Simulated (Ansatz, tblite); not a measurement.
# BCP (C26H20N2): rung by rung

One table from this session's results is given with a row withheld; the runs are named, their logs left out.

Method: as each input shows; program: Ansatz 0.2.0, Gaussian basis.

Plan: GFN1-xTB, GFN2-xTB, PBE-D4/def2-TZVP, r2SCAN-D4/def2-TZVP, BHLYP-D4/def2-TZVP, r2SCAN0-D4/def2-TZVP, HF/def2-TZVP, PBE-D4/def2-SVP, PBE0-D4/def2-SVP, HF/STO-3G, HF/6-31G, B3LYP-D4/6-31G, MP2/def2-SVP, RPA/def2-SVP.

## The relaxed structure

The geometry is that of the singlet, from an earlier relaxation (PBE-D4/def2-SVP).

SMILES `Cc1cc(-c2ccccc2)c2ccc3c(-c4ccccc4)cc(C)nc3c2n1`, 48 atoms, charge 0, spin multiplicity 1.

Bond lengths: C1–C2 1.508 Å, C1–H29 1.110 Å, C1–H30 1.110 Å, C1–H31 1.105 Å, C2–C3 1.424 Å, C2–N28 1.330 Å, C3–C4 1.390 Å, C3–H32 1.101 Å, C4–C5 1.492 Å, C4–C11 1.431 Å, C5–C6 1.410 Å, C5–C10 1.410 Å, C6–C7 1.403 Å, C6–H33 1.101 Å, C7–C8 1.404 Å, C7–H34 1.101 Å, C8–C9 1.404 Å, C8–H35 1.101 Å and more. Angles: C2–C1–H29 111.2°, C2–C1–H30 111.3°, C2–C1–H31 109.3°, H29–C1–H30 106.8°, H29–C1–H31 109.1°, H30–C1–H31 109.1°, C1–C2–C3 120.2°, C1–C2–N28 117.5°, C3–C2–N28 122.3°, C2–C3–C4 120.1°, C2–C3–H32 120.2°, C4–C3–H32 119.7°, C3–C4–C5 120.5°, C3–C4–C11 118.2°, C5–C4–C11 121.3°, C4–C5–C6 120.5°, C4–C5–C10 120.5°, C6–C5–C10 119.0° and more.

PBE0-D4/def2-TZVP was run before; its log isn't repeated, and its numbers join the tables.

The first run:

Tight binding, by tblite at 300 K electronic temperature and without a spin-polarisation term:

```python
tblite.interface.Calculator('GFN1-xTB', numbers, positions, charge=0, uhf=0).singlepoint()
```

Tight binding, by tblite at 300 K electronic temperature and without a spin-polarisation term:

```python
tblite.interface.Calculator('GFN2-xTB', numbers, positions, charge=0, uhf=0).singlepoint()
```

start.molden holds the orbitals of an earlier run on this state, given as this run's starting guess.

Input file in.yaml:

```yaml
crystal:
  periodic: [false, false, false]
  atoms:
    - {symbol: C, position_ang: [-3.518804, -3.958365, -0.354629]}
    - {symbol: C, position_ang: [-2.795194, -2.637694, -0.278086]}
    - {symbol: C, position_ang: [-3.524809, -1.416311, -0.336665]}
    - {symbol: C, position_ang: [-2.854355, -0.200337, -0.265275]}
    - {symbol: C, position_ang: [-3.609495, 1.084969, -0.325267]}
    - {symbol: C, position_ang: [-3.872854, 1.703038, -1.564805]}
    - {symbol: C, position_ang: [-4.601173, 2.900741, -1.622131]}
    - {symbol: C, position_ang: [-5.073254, 3.496650, -0.442144]}
    - {symbol: C, position_ang: [-4.811826, 2.890055, 0.796421]}
    - {symbol: C, position_ang: [-4.083464, 1.692476, 0.855457]}
    - {symbol: C, position_ang: [-1.429608, -0.219234, -0.133663]}
    - {symbol: C, position_ang: [-0.645928, 0.980596, -0.052987]}
    - {symbol: C, position_ang: [0.721584, 0.924924, 0.073088]}
    - {symbol: C, position_ang: [1.407517, -0.334742, 0.127992]}
    - {symbol: C, position_ang: [2.829152, -0.431744, 0.258844]}
    - {symbol: C, position_ang: [3.683782, 0.788027, 0.346111]}
    - {symbol: C, position_ang: [3.986511, 1.361983, 1.597801]}
    - {symbol: C, position_ang: [4.807738, 2.496437, 1.680366]}
    - {symbol: C, position_ang: [5.334352, 3.072753, 0.513795]}
    - {symbol: C, position_ang: [5.034273, 2.510198, -0.736738]}
    - {symbol: C, position_ang: [4.213270, 1.375711, -0.820982]}
    - {symbol: C, position_ang: [3.401047, -1.698313, 0.302796]}
    - {symbol: C, position_ang: [2.576941, -2.856425, 0.218367]}
    - {symbol: C, position_ang: [3.193499, -4.231699, 0.265189]}
    - {symbol: N, position_ang: [1.254528, -2.779325, 0.096689]}
    - {symbol: C, position_ang: [0.666668, -1.560273, 0.050823]}
    - {symbol: C, position_ang: [-0.788349, -1.501032, -0.083608]}
    - {symbol: N, position_ang: [-1.470955, -2.668338, -0.155698]}
    - {symbol: H, position_ang: [-4.087454, -4.051227, -1.303715]}
    - {symbol: H, position_ang: [-4.252722, -4.063703, 0.471811]}
    - {symbol: H, position_ang: [-2.783857, -4.781085, -0.291958]}
    - {symbol: H, position_ang: [-4.621106, -1.430057, -0.438121]}
    - {symbol: H, position_ang: [-3.501920, 1.233921, -2.489010]}
    - {symbol: H, position_ang: [-4.802409, 3.371044, -2.596947]}
    - {symbol: H, position_ang: [-5.646176, 4.435316, -0.487907]}
    - {symbol: H, position_ang: [-5.179283, 3.351762, 1.725797]}
    - {symbol: H, position_ang: [-3.877551, 1.214946, 1.825712]}
    - {symbol: H, position_ang: [-1.161360, 1.951535, -0.094316]}
    - {symbol: H, position_ang: [1.312392, 1.850844, 0.133886]}
    - {symbol: H, position_ang: [3.572750, 0.908264, 2.511456]}
    - {symbol: H, position_ang: [5.039034, 2.932335, 2.664463]}
    - {symbol: H, position_ang: [5.980055, 3.961681, 0.579390]}
    - {symbol: H, position_ang: [5.443882, 2.956952, -1.655740]}
    - {symbol: H, position_ang: [3.976891, 0.932763, -1.800651]}
    - {symbol: H, position_ang: [4.492700, -1.801146, 0.403040]}
    - {symbol: H, position_ang: [3.914429, -4.377672, -0.566504]}
    - {symbol: H, position_ang: [3.755593, -4.389264, 1.209622]}
    - {symbol: H, position_ang: [2.395318, -4.991954, 0.188640]}
basis:
  gaussian: {orbitals: def2-TZVP, fitting: {mean_field: def2-universal-jkfit}, initial_orbitals: start.molden}
hamiltonian: {xc: pbe, dispersion: d4}
scf: {omitted_lower_state_checks: [starts]}
output: {orbitals: {seedname: orbitals}}
```

The run is started by

```bash
> ansatz run in.yaml --threads 2 --pin off --events-out ev --progress --plain --max-ram 20480MiB --backend cuda --devices 0, --max-vram 18GiB
```

Steps of the session up to this table: PBE-D4/def2-TZVP; r2SCAN-D4/def2-TZVP; BHLYP-D4/def2-TZVP; r2SCAN0-D4/def2-TZVP; HF/def2-TZVP; PBE-D4/def2-SVP; PBE0-D4/def2-SVP; HF/STO-3G; HF/6-31G; B3LYP-D4/6-31G; MP2/def2-SVP; RPA/def2-SVP.

One table of the session follows, with a row left open; its other results are not shown here.

It belongs to the step «Binding energy». 

```
               level  binding an atom (eV)
           HF/STO-3G                 4.373
            HF/6-31G                 3.614
         HF/def2-SVP                 3.913
        HF/def2-TZVP                 3.804
     PBE-D4/def2-SVP                 5.554
    PBE-D4/def2-TZVP                     ?
 r2SCAN-D4/def2-TZVP                 5.279
      B3LYP-D4/6-31G                 5.150
    PBE0-D4/def2-SVP                 5.433
   PBE0-D4/def2-TZVP                 5.344
r2SCAN0-D4/def2-TZVP                 5.187
  BHLYP-D4/def2-TZVP                 5.063
        MP2/def2-SVP                 5.200
```

**Question.** Estimate the row for PBE-D4/def2-TZVP.

**Answer.** binding an atom (eV): 5.467. In the column «binding an atom (eV)» it lies between PBE0-D4/def2-SVP (5.433) and PBE-D4/def2-SVP (5.554).

Caveats from the session: Free atoms were run apart at each level; binding is atoms less cluster, divided by the number of atoms, without zero-point or spin-orbit terms.
